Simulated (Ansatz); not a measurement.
# NbB2: the cost of one run

Computed with Ansatz 0.2.0 (DFT PBEsol, scalar-relativistic, plane waves, PAW).

### Step 1. The starting structure

The structure is hexagonal, space group P6/mmm (No. 191). The conventional cell has a = 3.109 Å, b = 3.109 Å, c = 3.327 Å, α = 90.00°, β = 90.00°, γ = 120.00°. Nb (site symmetry 6/mmm) is surrounded by 12 B at 2.45 Å. Around B (site symmetry -6m2) lie 3 B at 1.79 Å and 6 Nb at 2.45 Å.

Structure file:

```xyz
3
Lattice="3.1089 0.0000 0.0000 -1.5545 2.6924 0.0000 0.0000 0.0000 3.3272" Properties=species:S:1:pos:R:3 pbc="T T T"
Nb    0.0000    0.0000    0.0000
B     0.0000    1.7949    1.6636
B     1.5545    0.8975    1.6636
```

It is the result of an earlier relaxation at this level (volume 9.28 Å³/atom; gap on the mesh: none (metal)).

### Step 2. Relaxing with PBEsol

File input.yaml:

```yaml
crystal:
  lattice:
    - [3.1089068794, 0.0, 0.0]
    - [-1.5544534397, 2.6923923355, 0.0]
    - [0.0, 0.0, 3.3272257595]
  atoms:
    - { symbol: Nb, position: [0.0, 0.0, 0.0] }
    - { symbol: B, position: [0.3333333333, 0.6666666667, 0.5] }
    - { symbol: B, position: [0.6666666667, 0.3333333333, 0.5] }
basis:
  ecutwfc: 420
kpoints:
  mp_grid: { grid: [18, 18, 14] }
hamiltonian:
  xc: pbesol
scf:
  occupations: { method: gaussian, width: 0.1 }
output:
  forces: true
  stress: true
  eigenvalues: true
relax:
  adjacent_minimum: "off"
  f_tol: 0.005
  max_steps: 50
  cell: { stress_tol: 0.05 }
```

Command:

```bash
ansatz run input.yaml --threads 1 --pin off --max-ram 2560MiB --backend cpu --events-out ev --progress --plain --runs-dir out
```

**Question.** How long does this run take on 1 thread of Intel Xeon at 2.50GHz (Skylake/Cascade Lake), shared host, and how much memory does it need?

About 99 s, with a peak of 0.44 GiB.
